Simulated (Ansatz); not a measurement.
# AlSiH5O2 (SMILES O[SiH2][O][AlH2]): B3LYP/cc-pVDZ

Aim: the electronic atomisation energy of AlSiH5O2 at B3LYP/cc-pVDZ, from 5 runs. 

The results are computed with Ansatz 0.2.0.

75 further runs of the same task are left out: 75 set aside as unsound or not needed. Runs told in other sessions of the task aren't counted.

## Step 1: The molecule

The species is AlSiH5O2 (9 atoms), meant as a singlet with charge 0. SMILES: `O[SiH2][O][AlH2]`. The shape is that of a PBE0-D4/def2-TZVP optimisation. This is one conformer, not always the lowest.

Bond lengths: O1–Si2 1.642 Å, Si2–O3 1.619 Å, O3–Al4 1.683 Å, O1–H5 0.958 Å, Si2–H6 1.480 Å, Si2–H7 1.487 Å, Al4–H8 1.580 Å, Al4–H9 1.579 Å. Some angles: O1–Si2–O3 112.5°, Si2–O3–Al4 173.6°, O1–Si2–H6 104.7°, O1–Si2–H7 110.2°, O3–Si2–H6 110.1°, O3–Si2–H7 107.6°, Si2–O1–H5 117.9°, O3–Al4–H8 117.8°, O3–Al4–H9 118.1°, H6–Si2–H7 111.8°.

## Step 2: The energy at B3LYP/cc-pVDZ

Contents of job.yaml:

```yaml
crystal:
  periodic: [false, false, false]
  atoms:
    - symbol: O
      position_ang: [-0.795100, 1.829400, -0.898200]
    - symbol: Si
      position_ang: [0.173000, 1.196700, 0.266900]
    - symbol: O
      position_ang: [0.250800, -0.418900, 0.197700]
    - symbol: Al
      position_ang: [0.325700, -2.080500, -0.060600]
    - symbol: H
      position_ang: [-1.740800, 1.705800, -0.810900]
    - symbol: H
      position_ang: [1.506100, 1.782800, 0.005000]
    - symbol: H
      position_ang: [-0.337300, 1.564900, 1.614200]
    - symbol: H
      position_ang: [-0.959500, -2.795700, -0.636800]
    - symbol: H
      position_ang: [1.665600, -2.830600, 0.305400]
basis:
  gaussian:
    orbitals: cc-pVDZ
hamiltonian:
  xc: {name: B3LYP}
accuracy: high
output: {orbitals: {seedname: orbitals}}
```

On the command line:

```bash
$ ansatz run job.yaml --threads 1 --pin off --max-ram 3480MiB --events-out events.jsonl --progress --plain --runs-dir runs
```

The program printed:

```text
Warning: RAYON_NUM_THREADS=1 ignored (pool sized by the plan → 1); use --threads N
Functional definition: B3LYP
  name "B3LYP"
  parameter a0 = 0.2
  parameter ax = 0.72
  parameter ac = 0.81
  exchange = (1 - a0 - ax)*slater_x + ax*b88_x + a0*exact_x
  correlation = (1 - ac)*vwn_rpa_c + ac*lyp_c
2017 factors; integrals over basis functions are off by at most 3.9e-9 eV
mean field evaluation 1: about -18645.0447 eV, gradient 7.3e1 eV
mean field evaluation 2: about -18617.9496 eV, gradient 1.4e2 eV
mean field evaluation 4: about -18653.8587 eV, gradient 1.1e1 eV
mean field evaluation 8: about -18654.1773 eV, gradient 2.3e-1 eV
mean field evaluation 16: about -18654.1774 eV, gradient 6.9e-6 eV
mean field -18654.17739422 eV, -685.5283749819 hartree, gradient 2.6e-8 eV, S^2 0.000000; 0 other end points of the search recorded, 0 dependent functions left out
reference -18654.17743948 eV, -685.5283766452 hartree; 24, 24 occupied and 65, 65 virtual orbitals, 2017 factors
Total energy: -18654.17743948 eV, -685.5283766452 hartree
```

Run time: 10 s. Hardware: 1 thread of Arm Neoverse V2, shared host; peak memory 0.31 GiB.

## Step 3: The Al atom, same level

Contents of job.yaml:

```yaml
basis:
  gaussian:
    orbitals: cc-pVDZ
crystal:
  periodic: [false, false, false]
  atoms:
    - {symbol: Al, position_ang: [0.000000, 0.000000, 0.000000]}
magnetization:
  spin_polarized: true
  initial_magnetization: 1
hamiltonian:
  xc: {name: B3LYP}
accuracy: high
```

Run the same way, it converges to -242.38286 Eh (log not shown).

## Step 4: The H atom

Contents of job.yaml:

```yaml
crystal:
  periodic: [false, false, false]
  atoms:
    - {symbol: H, position_ang: [0.000000, 0.000000, 0.000000]}
basis:
  gaussian: {orbitals: cc-pVDZ}
magnetization: {spin_polarized: true, initial_magnetization: 1}
accuracy: high
hamiltonian: {xc: {name: B3LYP}}
```

Run the same way, it converges to -0.50126 Eh (log not shown).

## Step 5: The O atom, same level

Contents of in.yaml:

```yaml
crystal:
  periodic: [false, false, false]
  atoms:
    - {symbol: O, position_ang: [0.000000, 0.000000, 0.000000]}
basis:
  gaussian:
    orbitals: cc-pVDZ
magnetization:
  spin_polarized: true
  initial_magnetization: 2
hamiltonian:
  xc: {name: B3LYP}
accuracy: high
```

On the command line:

```bash
$ ansatz run in.yaml --threads 1 --pin off --max-ram 3480MiB --events-out events.jsonl --progress --plain --runs-dir runs
```

The program printed, cut to the lines that bear on the results:

```text
Warning: RAYON_NUM_THREADS=1 ignored (pool sized by the plan → 1); use --threads N
[... 7 set-up lines as earlier in the session ...]
96 factors; integrals over basis functions are off by at most 1.3e-9 eV
mean field evaluation 1: about -2042.6034 eV, gradient 5.8e0 eV
mean field evaluation 2: about -2042.6780 eV, gradient 3.3e0 eV
mean field evaluation 4: about -2042.7179 eV, gradient 2.2e-2 eV
mean field evaluation 8: about -2042.7179 eV, gradient 1.6e-4 eV
mean field -2042.71785293 eV, -75.0684964915 hartree, gradient 7.8e-8 eV, S^2 2.001891; 0 other end points of the search recorded, 0 dependent functions left out
reference -2042.71786456 eV, -75.0684969188 hartree; 5, 3 occupied and 9, 11 virtual orbitals, 96 factors
Total energy: -2042.71786456 eV, -75.0684969188 hartree
```

It took 0.3 s on 1 thread of Arm Neoverse V2, shared host.

## Step 6: The Si atom

Contents of molecule.yaml:

```yaml
crystal:
  periodic: [false, false, false]
  atoms:
    - symbol: Si
      position_ang: [0.000000, 0.000000, 0.000000]
basis:
  gaussian:
    orbitals: cc-pVDZ
magnetization:
  spin_polarized: true
  initial_magnetization: 2
hamiltonian:
  xc: {name: B3LYP}
accuracy: high
```

Run the same way, it converges to -289.38865 Eh (log not shown).

## Step 7: Results

Level: B3LYP/cc-pVDZ.

| quantity | value |
| --- | --- |
| molecule: total energy | -685.52838 Eh |
| molecule: HOMO energy | -7.96 eV |
| molecule: LUMO energy | -1.34 eV |
| molecule: HOMO–LUMO gap | 6.62 eV |
| Al atom: total energy | -242.38286 Eh |
| Al atom: ⟨S²⟩ | 0.754 |
| H atom: total energy | -0.50126 Eh |
| H atom: ⟨S²⟩ | 0.750 |
| O atom: total energy | -75.06850 Eh |
| O atom: ⟨S²⟩ | 2.002 |
| Si atom: total energy | -289.38865 Eh |
| Si atom: ⟨S²⟩ | 2.003 |
| electronic atomisation energy | 30.302 eV |

In words: Taking the molecule apart into free atoms costs 30.30 eV (699 kcal/mol), before zero-point energy and without spin-orbit coupling.
